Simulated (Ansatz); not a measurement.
# MoP4: the cost of one run

Method: DFT r2SCAN, PAW, plane waves, scalar-relativistic, in Ansatz 0.2.0.

### Step 1. Starting point

The structure is monoclinic, space group C2/c (No. 15). Conventional cell: a = 5.313 Å, b = 11.139 Å, c = 5.820 Å, α = 90.00°, β = 110.64°, γ = 90.00°. Mo (site symmetry 2) is surrounded by 6 P at 2.36 to 2.42 Å. P (site symmetry 1) is surrounded by 2 P at 2.25 to 2.30 Å and 2 Mo at 2.36 to 2.42 Å. P (site symmetry 1) has 3 P at 2.23 to 2.30 Å and 1 Mo at 2.39 Å as nearest neighbours.

As a file:

```
Mo P
1.0
     2.65650   -5.56950    0.00000
     2.65650    5.56950    0.00000
    -2.05152    0.00000    5.44644
Mo P
2 8
Direct
  0.93759 0.06241 0.25000
  0.06241 0.93759 0.75000
  0.18518 0.36236 0.67797
  0.63764 0.81482 0.82203
  0.81482 0.63764 0.32203
  0.36236 0.18518 0.17797
  0.05273 0.49503 0.18996
  0.50497 0.94727 0.31004
  0.94727 0.50497 0.81004
  0.49503 0.05273 0.68996
```

Labels such as P10 number the atoms in the order of the input file.

Changes shown after the default run: Fermi–Dirac width 0.01 eV, no switch to direct minimisation; cold smearing, width 0.8 eV; Anderson, β 0.8, backtracking line search; cutoff 250 eV; Broyden, β 0.4, magnetisation mixing 0.1; Broyden, β 0.7, preconditioner local Kerker; linear mixing, β 0.2, no preconditioner; Anderson, β 0.5, history 8, no preconditioner; cutoff 120 eV.

The search for lower states is off throughout, and inputs that name a mixer don't switch to direct minimisation unless they say so. Spin is collinear, with starting moments Mo1 2.00, Mo2 2.00 μB. β is the mixing step of the charge; the magnetisation has a step of its own, which the program sets unless it is named.

### Step 2. Default SCF settings

input.yaml

```yaml
crystal:
  lattice:
    - [2.6565, -5.5695, 0.0]
    - [2.6565, 5.5695, 0.0]
    - [-2.05152, 0.0, 5.44644]
  atoms:
    - { symbol: Mo, position: [0.93759, 0.06241, 0.25], spin: 2.0 }
    - { symbol: Mo, position: [0.06241, 0.93759, 0.75], spin: 2.0 }
    - { symbol: P, position: [0.18518, 0.36236, 0.67797] }
    - { symbol: P, position: [0.63764, 0.81482, 0.82203] }
    - { symbol: P, position: [0.81482, 0.63764, 0.32203] }
    - { symbol: P, position: [0.36236, 0.18518, 0.17797] }
    - { symbol: P, position: [0.05273, 0.49503, 0.18996] }
    - { symbol: P, position: [0.50497, 0.94727, 0.31004] }
    - { symbol: P, position: [0.94727, 0.50497, 0.81004] }
    - { symbol: P, position: [0.49503, 0.05273, 0.68996] }
magnetization:
  spin_polarized: true
hamiltonian:
  xc: r2scan
  pseudopotentials: { kind: paw }
basis:
  ecutwfc: 500
kpoints:
  mp_grid: { grid: [4, 4, 4] }
scf:
  occupations: { method: fermi_dirac, width: 0.05 }
  lower_state_search: "off"
output:
  forces: true
  stress: true
```

Run with:

```bash
> ansatz run input.yaml --threads 2 --pin off --max-ram 5120MiB --backend cpu --events-out ev --progress --plain --runs-dir out
```

What time and memory should one allow on 2 threads of Arm Neoverse V1, shared host?

About 76 s, with a peak of 1.1 GiB.
